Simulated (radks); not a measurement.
# Zn¹⁹⁺ in [Ne] 3s1: an all-electron calculation

Wanted: eigenvalues, radial structure and energy terms of the zinc ion Zn19+.

Method: Dirac Kohn-Sham, PBE, spin-unpolarised, spherical densities, point nucleus. Code: radks (a radial shooting solver on a logarithmic mesh, Libxc functionals) version 1.

**1. The atom as given**

```
element       : zinc (Z = 30)
charge        : +19
electrons     : 11
configuration : [Ne] 3s1
```

The outer shells:

Zn¹⁹⁺
```
[Ne] core
3s [↑ ]
```

**2. The calculation**

The run's settings:

```text
Z 30
configuration [Ne] 3s1 3p0 4s0 3d0 4f0
relativity Dirac
functional pbe,pbe
spin unpolarised
j_filling energy
nucleus point
c 137.035999084
```

What does the calculation give?

The runs gave:

```
                        quantity                    value
                    total energy      -1595.78579 hartree
exchange-correlation share of it                   3.08 %
                            −T/E                   1.0208
          highest occupied level        3s1/2, -718.56 eV
    most extended occupied level  3s1/2, <r> = 0.557 bohr
 radius at density 0.001 e/bohr³                1.24 bohr
    maxima of the radial density                        2
         ionisation energy, NIST    737.37 (semi-emp.) eV
```

**Reading.** 3 principal shells are occupied and 2 maxima appear in the radial density; where shells overlap, one shows as a shoulder or not at all. Relativity lifts −T/E to 1.021. Minus the highest eigenvalue, 718.56 eV, is 97 % of the tabulated ionisation energy (737.37 eV). Spin polarisation and multiplet splitting are left out.
